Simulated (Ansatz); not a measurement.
# EuZn2Ge2: the cost of one run

Method: DFT PBEsol, scalar-relativistic, plane waves, PAW, in Ansatz 0.2.0.

1 further run of the same task is left out (it didn't finish). Runs told in other sessions of the task aren't counted.

## (1) The system as given

The cell holds 19 atoms (Eu4Ge7Zn8): a = 5.931 Å, b = 5.931 Å, c = 10.724 Å, α = 90.00°, β = 90.00°, γ = 90.00°.

The coordinates of this cell stand in the input of its own run.

The host was relaxed before at PBEsol: a = 4.313 Å, b = 4.313 Å, c = 10.646 Å, α = 90.00°, β = 90.00°, γ = 90.00° (conventional cell), 19.801 Å³/atom.

Places, in fractions of the supercell: a vacancy on Ge at (0.000, 0.500, 0.117). Its neighbours start displaced at random, with a spread of 0.03 Å in each coordinate.

## (2) The perfect crystal in the supercell of 20 atoms

input.yaml reads:

```yaml
crystal:
  lattice:
    - [4.1935466516, -4.1935466516, 0.0]
    - [4.1935466516, 4.1935466516, 0.0]
    - [0.0, 0.0, 10.7237447332]
  atoms:
    - { symbol: Eu, position: [0.0, 0.5, 0.5], spin: 7.42 }
    - { symbol: Eu, position: [0.5, 0.5, 0.0], spin: 7.42 }
    - { symbol: Eu, position: [0.5, 0.0, 0.5], spin: 7.42 }
    - { symbol: Eu, position: [0.0, 0.0, 0.0], spin: 7.42 }
    - { symbol: Ge, position: [0.0, 0.5, 0.1168268867] }
    - { symbol: Ge, position: [0.5, 0.5, 0.6168268867] }
    - { symbol: Ge, position: [0.5, 0.0, 0.1168268867] }
    - { symbol: Ge, position: [0.0, 0.0, 0.6168268867] }
    - { symbol: Ge, position: [0.0, 0.5, 0.8831731133] }
    - { symbol: Ge, position: [0.5, 0.5, 0.3831731133] }
    - { symbol: Ge, position: [0.5, 0.0, 0.8831731133] }
    - { symbol: Ge, position: [0.0, 0.0, 0.3831731133] }
    - { symbol: Zn, position: [0.25, 0.25, 0.25] }
    - { symbol: Zn, position: [0.75, 0.25, 0.75] }
    - { symbol: Zn, position: [0.75, 0.75, 0.25] }
    - { symbol: Zn, position: [0.25, 0.75, 0.75] }
    - { symbol: Zn, position: [0.75, 0.25, 0.25] }
    - { symbol: Zn, position: [0.25, 0.25, 0.75] }
    - { symbol: Zn, position: [0.25, 0.75, 0.25] }
    - { symbol: Zn, position: [0.75, 0.75, 0.75] }
basis:
  ecutwfc: 420
  xc_grid: 2
kpoints:
  mp_grid: { grid: [4, 4, 2], shift: [0.5, 0.5, 0.5] }
hamiltonian:
  xc: pbesol
scf:
  occupations: { method: gaussian, width: 0.05 }
  lower_state_search: "off"
output:
  forces: true
  stress: true
  eigenvalues: true
  populations: true
  hubbard: { sites: [{ species: Eu, l: f }] }
  write_density: true
  write_potential: true
  elf: true
  volumetric_format: npy
magnetization:
  spin_polarized: true
```

On the command line:

```console
> ansatz run input.yaml --threads 8 --pin off --max-ram 14336MiB --backend cpu --events-out ev --progress --plain --runs-dir out
```

Q: Estimate wall time and peak memory on 8 threads of Intel Xeon Platinum 8259CL at 2.50GHz (Skylake/Cascade Lake), shared host.

About 12 s, with a peak of 1.9 GiB.
